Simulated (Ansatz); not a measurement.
Relaxation of a periodic cell of 37 atoms, B18N19 (host BN, host structure P6_3/mmc, interstitial N), to a largest force component of 0.08 eV/Å in at most 25 steps.

The calculation used Ansatz 0.2.0, DFT r2SCAN-D3(BJ), scalar-relativistic, plane waves, PAW. Settings: PAW set soft_1, cutoff 500 eV, k mesh 2x2x1, fermi-dirac smearing 0.02 eV, spin collinear.

```xyz
37
Lattice="7.5057 0.0000 0.0000 -3.7528 6.5001 0.0000 0.0000 0.0000 6.8546" Properties=species:S:1:pos:R:3:forces:R:3
B 0.000 0.000 5.141 0.21 -0.21 0.04
B 0.000 0.000 1.714 0.31 0.00 -0.07
N 1.251 0.722 1.714 -1.02 0.43 -1.17
N 0.000 1.444 5.141 0.28 0.07 -0.07
B -1.251 2.167 5.141 -0.16 0.09 0.04
B -1.251 2.167 1.714 0.10 0.11 0.00
N 0.000 2.889 1.714 -0.03 -0.09 0.02
N -1.251 3.611 5.141 0.06 -0.12 -0.04
B -2.502 4.333 5.141 0.09 0.25 0.03
B -2.502 4.333 1.714 0.19 0.24 -0.04
N -1.251 5.056 1.714 0.09 -0.63 -0.52
N -2.502 5.778 5.141 -0.51 -0.20 0.47
B 2.502 0.000 5.141 -0.24 -0.91 -1.02
B 2.502 0.000 1.714 -0.78 -0.67 1.29
N 3.753 0.722 1.714 0.28 -0.25 -1.84
N 2.502 1.444 5.141 -0.45 0.17 1.95
B 1.251 2.167 5.141 -0.82 0.33 0.09
B 1.251 2.167 1.714 -0.07 -0.16 -0.03
N 2.502 2.889 1.714 0.07 0.14 -0.28
N 1.251 3.611 5.141 0.13 -0.26 -0.04
B 0.000 4.333 5.141 -0.15 0.18 0.05
B 0.000 4.333 1.714 -0.35 0.07 -0.04
N 1.251 5.056 1.714 -0.08 0.31 0.06
N 0.000 5.778 5.141 0.77 -0.58 1.11
B 5.004 0.000 5.141 -0.05 -0.06 0.02
B 5.004 0.000 1.714 0.86 -0.62 -0.08
N 6.255 0.722 1.714 -0.37 -0.02 0.04
N 5.004 1.444 5.141 0.14 0.13 0.32
B 3.753 2.167 5.141 0.80 0.37 -0.24
B 3.753 2.167 1.714 -0.05 1.02 0.23
N 5.004 2.889 1.714 -0.19 -0.30 -0.02
N 3.753 3.611 5.141 -0.15 -0.27 0.01
B 2.502 4.333 5.141 0.05 0.12 -0.01
B 2.502 4.333 1.714 0.19 -0.07 -0.03
N 3.753 5.056 1.714 -0.17 -0.04 0.04
N 2.502 5.778 5.141 -0.07 -0.07 -0.02
N 2.934 0.709 3.417 1.08 1.49 -0.28
```

Problem. Where does it end, and by what steps?

Solution. The forces met the threshold. The force dipped under the threshold on the way, but the program's further checks kept it going. Limits of this set-up: coarse k mesh, a small cell, in which the defect meets its images, a typed lattice constant that wasn't relaxed here. After 11 steps the energy has fallen by 2.053 eV; N37 moved furthest, 1.00 Å. Joined: N15–N37 (1.89 → 1.55 Å), B30–N37 (2.39 → 1.52 Å).

```
step  energy less start (eV)  largest force component (eV/Å)  accepted
   0                  0.0000                           1.951       yes
   1                 -0.8326                           0.631       yes
   2                 -1.0113                           0.614       yes
   3                 -1.1919                           0.965       yes
   4                 -1.3272                           1.430       yes
   5                 -1.6149                           1.277       yes
   6                 -1.7670                           1.001       yes
   7                 -1.8634                           1.195       yes
   8                 -2.0224                           0.445       yes
   9                 -2.0269                           0.606       yes
  10                 -2.0530                           0.057       yes
  11                 -2.0530                           0.057       yes
```

```xyz
37
Lattice="7.5057 0.0000 0.0000 -3.7528 6.5001 0.0000 0.0000 0.0000 6.8546" Properties=species:S:1:pos:R:3
B -0.027 -0.021 5.212
B -0.017 -0.002 1.640
N 1.232 0.723 1.623
N -0.028 1.424 5.226
B -1.280 2.147 5.264
B -1.272 2.181 1.642
N -0.017 2.893 1.610
N -1.279 3.590 5.229
B -2.530 4.312 5.227
B -2.522 4.326 1.640
N -1.272 5.050 1.555
N -2.528 5.758 5.210
B 2.478 -0.019 5.270
B 2.439 -0.034 1.529
N 3.735 0.696 1.475
N 2.473 1.424 5.351
B 1.224 2.147 5.264
B 1.238 2.181 1.640
N 2.466 2.907 1.691
N 1.223 3.590 5.228
B -0.027 4.313 5.238
B -0.016 4.331 1.568
N 1.239 5.049 1.546
N -0.027 5.755 5.289
B 4.973 -0.020 5.270
B 5.031 -0.034 1.525
N 6.239 0.723 1.621
N 4.978 1.424 5.351
B 3.725 2.145 5.327
B 3.736 2.188 1.899
N 5.006 2.907 1.696
N 3.725 3.590 5.252
B 2.474 4.312 5.224
B 2.488 4.326 1.635
N 3.736 5.060 1.660
N 2.473 5.758 5.208
N 3.738 1.107 2.966
```

Whether the end is a true minimum wasn't checked by a vibrational analysis.

Time of the run: 5.4 min on 4 threads of Arm Neoverse V1 (shared host), peak memory 1.8 GiB.
